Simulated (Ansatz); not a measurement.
Ga3Se in Ansatz: the effect of target pressure

The system is Ga3Se.

```
Se Ga
1.0
     4.43246    0.00000    0.00000
     0.00000    4.43246    0.00000
     0.00000    0.00000    4.43246
Se Ga
1 3
Cartesian
  0.0000 0.0000 0.0000
  2.2162 2.2162 0.0000
  2.2162 0.0000 2.2162
  0.0000 2.2162 2.2162
```

The cell comes from a database or a generator and needn't be the stable form of this composition.

Alike in all runs:

* Program: Ansatz 0.2.0
* Task: relaxation of cell and atoms
* Functional: PBE
* Potentials or basis: Ansatz PAW
* Cutoff: 420 eV (not typed: the program's choice for these potentials)
* k mesh: 6 × 6 × 6
* Occupations: fermi-dirac, width 0.05 eV
* Spin: no spin polarisation

Each run relaxes the cell or the atoms first.

```csv
target pressure,relaxed volume (Å³/atom)
0 GPa,?
2 GPa,20.52
5 GPa,19.45
10 GPa,18.15
20 GPa,16.39
30 GPa,15.16
```

Question: What does the run with target pressure 0 GPa give?

Answer: Relaxed volume 21.45 Å³/atom.

Worked out: In Murnaghan's law V^(-B') rises as a straight line in P. The other rows fit best with B' = 3.4, V0 = 21.34 Å³/atom and B0 = 46 GPa, which gives 21.34 Å³/atom at 0 GPa, against the run's 21.45.

Caveats: the plane-wave basis is chosen anew once the cell has moved, so the energies of steps on either side of that aren't comparable; the volume moved by over 15 % at a fixed basis, so the end points are rough (some runs).
